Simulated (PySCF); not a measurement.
# C2H5ClO2Si: the cost of one run

Programs: PySCF 2.14.0, with routines of our own; each step states its level. All values are computed. Atoms count from 0.

## 1. The system as given

11 atoms, charge 0, multiplicity 1; geometry from: GFN2-xTB.

## 2. Magnetic properties: GIAO CAM-B3LYP/pcSseg-1

Job settings and geometry (Å):

```
{"job": {"kind": "mag", "xc": "CAM-B3LYP", "basis": "pcSseg-1", "isotopologues": 2}, "charge": 0, "multiplicity": 1}
Cl     2.993112    -0.348214     0.930614
Si     1.303278    -0.754578    -0.026580
O      0.035876    -0.806124     1.006835
C     -1.053200    -0.073486     0.517704
C     -0.523265     0.915228    -0.545657
O      0.749355     0.481717    -0.943869
H      1.403124    -1.954671    -0.833387
H     -1.528472     0.444193     1.352700
H     -1.769723    -0.768721     0.070054
H     -0.430403     1.923922    -0.132315
H     -1.174258     0.943405    -1.422063
```

Level: GIAO CAM-B3LYP/pcSseg-1 magnetisability, rotational g tensor and spin-rotation constants, non-relativistic, gas phase.

Run with:

```
$ OMP_NUM_THREADS=1 python excited_run.py task.json out
```

One launch serves the whole session: the jobs run in the order shown.

Q: Estimate the wall time and peak memory of this first job on 1 thread of Arm Neoverse V1, shared host.

About 20 s, with a peak of 0.74 GiB.
